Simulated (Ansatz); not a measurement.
# AsP3SOO nortricyclane (AsP3SO2): structure and electronic state

What does AsP3SOO nortricyclane (AsP3SO2) look like as a singlet, and where do its frontier electrons sit?

Method: RKS PBE0-D4/def2-TZVP; program: Ansatz 0.2.0, Gaussian basis.

The runs, in order: relaxation at PBE0-D4/def2-SVP; a single point at PBE0-D4/def2-TZVP; harmonic vibrations at PBE0-D4/def2-SVP.

## Step 1: Where the work starts

7 atoms, charge 0, spin multiplicity 1.

Atoms are counted from 1 here; the program's logs count them from 0.

Bond lengths: As1–S2 2.238 Å, As1–O5 1.808 Å, As1–O7 1.808 Å, S2–P3 2.126 Å, P3–P4 2.265 Å, P3–P6 2.266 Å, P4–O5 1.641 Å, P4–P6 2.266 Å, P6–O7 1.641 Å. Angles: S2–As1–O5 92.3°, S2–As1–O7 92.3°, O5–As1–O7 89.7°, As1–S2–P3 98.0°, S2–P3–P4 99.3°, S2–P3–P6 99.3°, P4–P3–P6 60.0°, P3–P4–O5 99.8°, P3–P4–P6 60.0°, O5–P4–P6 95.0°, As1–O5–P4 123.2°, P3–P6–P4 60.0°, P3–P6–O7 99.8°, P4–P6–O7 95.0°, As1–O7–P6 123.2°.

The start is a GFN2-xTB geometry.

## Step 2: Optimising with PBE0-D4/def2-SVP

File in.yaml:

```yaml
crystal:
  periodic: [false, false, false]
  atoms:
    - {symbol: As, position_ang: [-0.212180, -1.659400, 0.153850]}
    - {symbol: S, position_ang: [-1.974650, -0.310470, -0.132460]}
    - {symbol: P, position_ang: [-0.920620, 1.532710, -0.235220]}
    - {symbol: P, position_ang: [1.020360, 0.793560, -1.139920]}
    - {symbol: O, position_ang: [0.732560, -0.821590, -1.140230]}
    - {symbol: P, position_ang: [0.832990, 1.025730, 1.106550]}
    - {symbol: O, position_ang: [0.521540, -0.560540, 1.387430]}
basis:
  gaussian: {orbitals: def2-SVP}
hamiltonian: {xc: pbe0, dispersion: d4}
scf: {lower_state_search: "off"}
output: {orbitals: {seedname: orbitals}}
relax: {f_tol: 0.02, max_steps: 100}
```

Run with:

```console
ansatz run in.yaml --threads 2 --pin off --events-out ev --progress --plain --max-ram 32768MiB --backend cpu
```

After this run come: Single point, PBE0-D4/def2-TZVP; Vibrations by finite differences.

Before running them: what should the planned runs give, taken together? Wanted: point group; commonest bond; HOMO, LUMO at PBE0-D4/def2-TZVP; dipole at PBE0-D4/def2-SVP; lowest, highest wavenumber.

The runs gave:

```
                       quantity                          value
                    point group                             Cs
                 commonest bond  P–P, 3 of mean length 2.275 Å
HOMO, LUMO at PBE0-D4/def2-TZVP                -7.02, -1.99 eV
     dipole at PBE0-D4/def2-SVP                         0.71 D
     lowest, highest wavenumber                  200, 814 cm⁻¹
```

The molecule keeps its bonding pattern by the stored test; the atoms moved 0.03 Å (rms). All wavenumbers are real: a minimum at this level. The point group is read from a loosely relaxed geometry; soft torsions can leave it below the true symmetry.
